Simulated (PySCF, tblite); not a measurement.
# Si₂₉H₃₂S: electronic excitations, NMR shifts

Wanted: electronic excitations, NMR shifts for Si₂₉H₃₂S.

Computed with tblite 0.8.0 and PySCF 2.14.0 and routines of our own; the level stands in each step. Atoms count from 0.

### 1 The starting structure

62 atoms, charge 0, multiplicity 1; geometry from: force field, distance geometry or constructed start.

### 2 Geometry optimisation with GFN2-xTB

What the job is given:

```
{"job": {"kind": "relax", "xc": "GFN2-xTB", "basis": "xTB"}, "charge": 0, "multiplicity": 1}
Si    -1.835900    -1.649200     1.295300
Si     0.752400    -4.251100     1.271300
Si     0.742200    -1.656800    -1.316600
Si    -0.556900    -2.927700    -2.635800
Si    -1.856200    -1.658300    -3.932000
Si     0.720600    -1.648100     3.877700
Si    -0.537900    -2.957800     2.565400
Si    -0.531600     4.853400     0.004300
Si    -1.851800     3.556800     1.271300
Si     0.724200     0.940800     1.278200
Si    -1.864100     0.939300    -1.333500
Si     0.724800     3.540800    -1.305900
Si    -0.537600     2.225700    -2.605300
Si    -0.566400    -0.355900    -0.030000
Si    -3.140900    -0.350000    -2.640700
Si    -3.121600     2.308400    -0.077400
Si     0.731000     0.924600    -3.925500
Si    -0.559800    -0.369100    -5.228900
Si    -1.857900     0.940100     3.901800
Si    -0.595200     2.222600     2.562700
Si    -0.540300    -0.332600     5.187500
Si    -3.127700    -0.412600     2.648600
Si     3.340400    -1.639800     1.269600
Si     2.027600    -2.949500    -0.017300
Si     3.338700     0.937800    -1.306900
Si     4.634800    -0.352700    -0.016500
Si     2.027900    -0.339000    -2.604400
Si     2.020800     2.227200    -0.031300
Si     2.016000    -0.376900     2.555900
S     -4.095600     0.951800     1.288100
H     -2.667300    -2.468800     0.475600
H     -0.040000    -5.131700     0.484200
H      1.560200    -5.120500     2.072200
H     -1.351200    -3.812600    -1.834600
H      0.248300    -3.802000    -3.426200
H     -2.678400    -2.483800    -4.756800
H      1.553100    -2.467900     4.697800
H     -1.362400    -3.784500     3.385400
H      0.281400     5.689200     0.814700
H     -1.317400     5.756700    -0.779900
H     -2.683900     4.374900     2.099000
H      1.560900     4.357600    -2.126200
H     -1.350900     3.051300    -3.439700
H     -4.017700    -1.150200    -1.851500
H     -4.010900     0.446800    -3.438300
H     -4.017200     3.090700    -0.871500
H      1.559200     1.745200    -4.750400
H      0.239400    -1.160800    -6.097500
H     -1.351400     0.433400    -6.102400
H     -2.680800     1.764400     4.721600
H      0.232500     3.036100     3.383600
H     -1.310300    -1.118600     6.087500
H      0.278000     0.472500     6.030000
H     -4.025900    -1.203500     3.423300
H      4.158100    -2.469600     2.091800
H      2.855700    -3.761100    -0.843900
H      4.164200     1.757200    -2.134400
H      5.520200    -1.138300    -0.816200
H      5.509900     0.445500     0.786200
H      2.852600    -1.166700    -3.423500
H      2.839500     3.049500     0.797600
H      2.842600     0.449000     3.378900
```

The run is started by

```console
OMP_NUM_THREADS=4 python large_run.py task.json out
```

This one command runs all jobs of the session in turn.

The log of the run:

```text
step      E/eV     max force
  0   -1881.46878    1.380
  1   -1881.96282    1.302
  2   -1884.54039    0.759
  3   -1884.82442    0.687
  4   -1884.93693    0.545
  5   -1885.02591    0.395
  6   -1885.11657    0.608
  7   -1885.22981    0.795
  8   -1885.36812    0.593
  9   -1885.45534    0.385
 10   -1885.50140    0.336
 11   -1885.53097    0.341
 12   -1885.55233    0.277
 13   -1885.57744    0.275
 14   -1885.59899    0.224
 15   -1885.61905    0.231
 16   -1885.63781    0.219
 17   -1885.65302    0.200
 18   -1885.66431    0.189
 19   -1885.67228    0.124
 20   -1885.67750    0.092
 21   -1885.68098    0.076
 22   -1885.68338    0.078
 23   -1885.68544    0.079
 24   -1885.68755    0.072
 25   -1885.68959    0.073
 26   -1885.69142    0.069
 27   -1885.69306    0.071
 28   -1885.69453    0.065
 29   -1885.69571    0.049
 30   -1885.69650    0.046
 31   -1885.69702    0.034
 32   -1885.69745    0.029
 33   -1885.69785    0.032
 34   -1885.69823    0.038
 35   -1885.69864    0.040
 36   -1885.69912    0.039
 37   -1885.69964    0.042
 38   -1885.70007    0.034
 39   -1885.70039    0.025
 40   -1885.70064    0.023
 41   -1885.70088    0.025
 42   -1885.70113    0.025
 43   -1885.70139    0.029
 44   -1885.70170    0.030
 45   -1885.70209    0.029
 46   -1885.70250    0.035
 47   -1885.70286    0.030
 48   -1885.70310    0.025
 49   -1885.70329    0.023
 50   -1885.70346    0.020
 51   -1885.70363    0.018
```

It took 12 s on 4 threads of Arm Neoverse V2, shared host; peak memory 0.13 GiB.

The steps of the relaxation:

```tsv
step	energy from step 0 (eV)	largest force (eV/Å)
0	0.0000	1.3803
1	-0.4940	1.3021
2	-3.0716	0.7586
3	-3.3556	0.6872
4	-3.4682	0.5447
5	-3.5571	0.3952
6	-3.6478	0.6074
7	-3.7610	0.7949
8	-3.8993	0.5921
11	-4.0622	0.3411
15	-4.1503	0.2316
18	-4.1955	0.1892
22	-4.2146	0.0780
25	-4.2208	0.0728
29	-4.2269	0.0490
32	-4.2287	0.0290
36	-4.2303	0.0389
39	-4.2316	0.0257
43	-4.2326	0.0283
47	-4.2341	0.0295
48	-4.2343	0.0249
49	-4.2345	0.0229
50	-4.2347	0.0201
51	-4.2349	0.0184
```

Distances of close pairs at the start and the end, largest changes first:

```tsv
bond	before (Å)	after (Å)	change (Å)
Si9–Si13	2.249	2.423	+0.174
Si2–Si13	2.249	2.409	+0.160
Si10–Si13	2.250	2.405	+0.156
Si9–Si19	2.244	2.384	+0.141
Si2–Si23	2.239	2.371	+0.132
Si9–Si28	2.244	2.377	+0.132
Si10–Si12	2.243	2.372	+0.129
Si2–Si26	2.247	2.375	+0.128
```

The end geometry stands in the next job.

### 3 Electronic excitations: TDA B3LYP/6-31G*

What the job is given:

```
{"job": {"kind": "uv", "basis": "6-31G*", "grid": 1, "kgrid": 0, "vcut": 1.5, "nstates": 6, "ntriplets": 2, "tda": true, "delta": ["ip_vertical"], "pop": true, "xc": "B3LYP"}, "charge": 0, "multiplicity": 1}
Si    -1.868690    -1.689285     1.347653
Si     0.779041    -4.474149     1.344989
Si     0.861262    -1.799465    -1.441801
Si    -0.577512    -3.063228    -2.788612
Si    -1.956013    -1.763301    -4.148381
Si     0.704277    -1.730336     4.093525
Si    -0.555513    -3.106135     2.667967
Si    -0.606166     5.127796     0.003242
Si    -1.896236     3.775678     1.391445
Si     0.825676     1.022581     1.373407
Si    -1.973342     0.969350    -1.434338
Si     0.719344     3.761160    -1.346725
Si    -0.525486     2.330636    -2.729230
Si    -0.522084    -0.380392    -0.071750
Si    -3.294964    -0.425181    -2.781070
Si    -3.158115     2.322616     0.064172
Si     0.716378     0.950517    -4.166490
Si    -0.629374    -0.411571    -5.511755
Si    -1.926953     0.993893     4.109816
Si    -0.591095     2.364457     2.743368
Si    -0.623426    -0.384859     5.456418
Si    -3.206459    -0.287103     2.635379
Si     3.548399    -1.709677     1.317473
Si     2.158438    -3.119098     0.040724
Si     3.543625     0.958974    -1.360204
Si     4.919173    -0.370496    -0.015816
Si     2.139545    -0.296223    -2.763586
Si     2.127936     2.349832    -0.097169
Si     2.119825    -0.459628     2.706589
S     -4.355381     1.009108     1.327919
H     -2.691570    -2.514046     0.439417
H     -0.035581    -5.346109     0.486399
H      1.550650    -5.421587     2.162554
H     -1.382329    -3.895752    -1.879797
H      0.179987    -4.049744    -3.571015
H     -2.808836    -2.622678    -4.997608
H      1.542745    -2.612622     4.930460
H     -1.436885    -3.933408     3.516431
H      0.213583     6.017835     0.835876
H     -1.418631     6.060437    -0.791334
H     -2.774564     4.609990     2.238452
H      1.566387     4.604703    -2.217392
H     -1.392114     3.182193    -3.569365
H     -4.148970    -1.243785    -1.912848
H     -4.239085     0.370850    -3.579774
H     -4.283938     3.002025    -0.580883
H      1.557726     1.816214    -5.020660
H      0.184911    -1.227429    -6.424769
H     -1.453894     0.388578    -6.429177
H     -2.804296     1.837704     4.944106
H      0.307326     3.184583     3.584306
H     -1.425963    -1.176261     6.400681
H      0.204464     0.458867     6.326941
H     -4.349997    -0.935730     3.277835
H      4.394070    -2.565940     2.177538
H      3.035599    -3.964838    -0.796913
H      4.395064     1.816672    -2.212628
H      5.846398    -1.182817    -0.820491
H      5.830268     0.439233     0.808980
H      3.009050    -1.129523    -3.620194
H      2.980258     3.195816     0.764566
H      2.966128     0.391306     3.569284
```

Method: TDA B3LYP/6-31G*, vertical, gas phase, core orbitals frozen in the response, virtual orbitals cut by energy.

The log of the run:

```text
start: PBE on a coarse grid of 63954 points
cycle   1  E = -8808.7821395178  dE =  2.422e+00  |g| = 3.853e-01  |ddm| = 8.317e+00
cycle   2  E = -8808.6992112057  dE =  8.293e-02  |g| = 6.017e-01  |ddm| = 2.546e+00
cycle   3  E = -8808.8204650395  dE = -1.213e-01  |g| = 1.979e-01  |ddm| = 2.322e+00
cycle   4  E = -8808.8321291071  dE = -1.166e-02  |g| = 1.062e-01  |ddm| = 7.060e-01
cycle   5  E = -8808.8363149397  dE = -4.186e-03  |g| = 2.696e-02  |ddm| = 2.878e-01
cycle   6  E = -8808.8365304347  dE = -2.155e-04  |g| = 1.304e-02  |ddm| = 9.061e-02
cycle   7  E = -8808.8365987931  dE = -6.836e-05  |g| = 3.642e-03  |ddm| = 3.689e-02
final grid: 245851 points
cycle   8  E = -8813.1253239921  dE = -2.246e-02  |g| = 9.437e-02  |ddm| = 9.965e-01
cycle   9  E = -8813.1171127770  dE =  8.211e-03  |g| = 1.758e-01  |ddm| = 7.089e-01
cycle  10  E = -8813.1284239864  dE = -1.131e-02  |g| = 2.332e-02  |ddm| = 4.523e-01
cycle  11  E = -8813.1286051859  dE = -1.812e-04  |g| = 9.667e-03  |ddm| = 6.525e-02
cycle  12  E = -8813.1286401818  dE = -3.500e-05  |g| = 2.430e-03  |ddm| = 2.562e-02
cycle  13  E = -8813.1286393321  dE =  8.497e-07  |g| = 5.560e-04  |ddm| = 6.859e-03
cycle  14  E = -8813.1286425946  dE = -3.262e-06  |g| = 3.131e-04  |ddm| = 1.918e-03
cycle  15  E = -8813.1286434911  dE = -8.965e-07  |g| = 8.395e-05  |ddm| = 8.684e-04
converged SCF energy = -8813.1286434911
Vertical ionisation energy (delta-SCF) = 7.2971 eV   <S^2> = 0.754

Static polarisability (au): isotropic 784.640, principal 715.713 793.544 844.662

Singlet excitations
state   eV       nm        f      main configurations
  1   3.7570    330.0   0.00108   H->L 0.94
  2   3.9291    315.6   0.00247   H->L+1 0.92
  3   4.0994    302.4   0.00259   H->L+2 0.94
  4   4.1176    301.1   0.00056   H->L+3 0.94
  5   4.1596    298.1   0.00200   H->L+4 0.93
  6   4.3257    286.6   0.00136   H->L+5 0.89

Triplet excitations (Tamm-Dancoff, eV): 3.5733 3.8086
```

It took 6.2 min on 4 threads of Arm Neoverse V2, shared host; peak memory 3.9 GiB.

The orbitals next to the gap, with their largest atomic shares:

```tsv
orbital	eV	atoms
HOMO−4	-7.04	Si16 8 %, Si23 7 %, Si26 6 %
HOMO−3	-6.86	Si9 12 %, Si13 9 %, Si19 9 %
HOMO−2	-6.76	Si9 12 %, Si13 11 %, Si10 6 %
HOMO−1	-6.74	Si13 12 %, Si0 11 %, Si10 10 %
HOMO	-6.16	S29 46 %, Si10 7 %, Si0 7 %
LUMO	-1.73	Si21 9 %, Si15 8 %, Si13 7 %
LUMO+1	-1.64	Si9 7 %, Si16 6 %, Si10 6 %
LUMO+2	-1.51	Si26 8 %, Si24 8 %, Si13 7 %
LUMO+3	-1.45	Si27 8 %, Si11 6 %, Si24 6 %
```

With each of the 6 states as a Gaussian band of 0.4 eV half-width at 1/e, the curve within the window shown has maxima at 304 nm (ε 350) L/(mol cm). Beyond the last state computed it falls off for lack of states. The curve at chosen wavelengths:

(nm, ε (L/mol/cm)): (268, 81), (273, 123), (278, 172), (283, 224), (288, 273), (293, 313), (298, 340), (303, 352), (308, 349), (313, 333), (318, 307), (323, 274), (328, 238), (332, 209), (337, 174), (342, 142), (347, 114), (352, 89), (357, 69), (362, 53), (367, 40), (372, 29), (377, 22), (382, 16), (387, 11), (392, 8)

Further results of this job:

```tsv
property	computed
dipole moment (D)	1.91
polarisability (Å³)	116.27
HOMO–LUMO gap (eV)	4.43
−ε(HOMO) (eV)	6.16
```

(Part 1 of 2 ends here.)
